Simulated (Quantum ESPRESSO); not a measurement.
The system is PtS2.

```xyz
6
Lattice="3.5432 0.0000 0.0000 -1.7716 3.0685 0.0000 0.0000 0.0000 10.0776" Properties=species:S:1:pos:R:3 pbc="T T T"
Pt    0.0000    0.0000    0.0000
S     0.0000    2.0457    1.2597
S     1.7716    1.0228    3.7791
Pt    0.0000    0.0000    5.0388
S     0.0000    2.0457    6.2985
S     1.7716    1.0228    8.8179
```

Base run:

- Program: Quantum ESPRESSO 7.5
- Functional: PBE
- Potentials or basis: GBRV 1.5 PBE
- Cutoff: 612 eV
- Density cutoff: 4898 eV
- k mesh: 5 × 5 × 2
- Occupations: gaussian, width 0.05 eV
- Spin: collinear spin, antiferromagnetic start
- Starting moments: [4.0, 0.0, 0.0, -4.0, -0.0, -0.0] μB
- Hubbard terms: Pt d U = 8 eV

Its results: band gap on the k mesh 0.56 eV; pressure 3.0 GPa; net moment 0.00 μB per cell; largest force 0.147 eV/Å.

The run is repeated on the same cell with these changes: potentials or basis from GBRV 1.5 PBE to JTH 2.0 PBE; density cutoff from 4898 eV to 3674 eV; hubbard terms from Pt d U = 8 eV to none; valence electrons from 56 to 44. What comes out?

Band gap on the k mesh 0.75 eV; pressure 2.5 GPa; net moment 0.00 μB per cell; largest force 0.307 eV/Å.

Caveats: spin-orbit coupling is left out, which moves the levels of the heavy elements; an odd mesh through Γ misses points on the zone boundary, where band edges often lie; the cell's inner coordinates are idealised or old, which leaves forces on the atoms; the cutoff is low for these files, which shifts pressure and relaxed volume (some runs).
